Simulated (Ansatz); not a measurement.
# Cl2F2H3PZr: the cost of one run

Program: Ansatz 0.2.0. Level of theory: RKS PBE0-D4/def2-SVP. These are calculated values, not measurements.

## Step 1: The structure to begin with

Bond lengths: Zr1–F2 2.330 Å, Zr1–Cl3 2.520 Å, Zr1–Cl4 2.518 Å, Zr1–F5 1.979 Å, Zr1–P6 2.870 Å, P6–H7 1.420 Å, P6–H8 1.420 Å. Angles: F2–Zr1–Cl3 109.5°, F2–Zr1–Cl4 109.5°, F2–Zr1–F5 109.5°, F2–Zr1–P6 71.6°, Cl3–Zr1–Cl4 109.5°, Cl3–Zr1–F5 109.5°, Cl3–Zr1–P6 67.1°, Cl4–Zr1–F5 109.5°, Cl4–Zr1–P6 72.9°, F5–Zr1–P6 176.5°, Zr1–P6–H7 109.5°, Zr1–P6–H8 109.5°, H7–P6–H8 109.4°.

Structure file:

```xyz
9

Zr    0.0000    0.0000    0.0000
F     0.0000    0.0000    2.3300
Cl    2.3764    0.0000   -0.8392
Cl   -1.1869    2.0563   -0.8392
F    -0.9326   -1.6157   -0.6593
P     1.5052    2.2699    0.9050
H     2.5975    1.8288    1.6979
H     1.9955    2.9909   -0.2158
H     0.7205    1.0866    2.1547
```

## Step 2: Pulling towards end A

Springs on the bonds that form and break draw the guess towards this end; the thresholds are loose.

input.yaml

```yaml
crystal:
  periodic: [false, false, false]
  atoms:
    - { symbol: Zr, position_ang: [0.0, 0.0, 0.0] }
    - { symbol: F, position_ang: [0.0, 0.0, 2.33] }
    - { symbol: Cl, position_ang: [2.3764, 0.0, -0.8392] }
    - { symbol: Cl, position_ang: [-1.1869, 2.0563, -0.8392] }
    - { symbol: F, position_ang: [-0.9326, -1.6157, -0.6593] }
    - { symbol: P, position_ang: [1.5052, 2.2699, 0.905] }
    - { symbol: H, position_ang: [2.5975, 1.8288, 1.6979] }
    - { symbol: H, position_ang: [1.9955, 2.9909, -0.2158] }
    - { symbol: H, position_ang: [0.7205, 1.0866, 2.1547] }
basis:
  gaussian: { orbitals: def2-SVP }
hamiltonian:
  xc: pbe0
  dispersion: d4
relax:
  f_tol: 0.15
  max_steps: 25
  restrain:
    - { distance: [0, 5], at: 3.77, k: 30.0 }
    - { distance: [8, 1], at: 2.12, k: 30.0 }
    - { distance: [0, 1], at: 1.98, k: 30.0 }
    - { distance: [8, 5], at: 1.42, k: 30.0 }
output:
  orbitals: {}
```

Started as:

```console
ansatz run input.yaml --threads 4 --pin off --max-ram 5120MiB --backend cpu --events-out ev --progress --plain --runs-dir out
```

Q: Estimate wall time and peak memory on 4 threads of Arm Neoverse V2, shared host.

About 27 s, with a peak of 0.35 GiB.
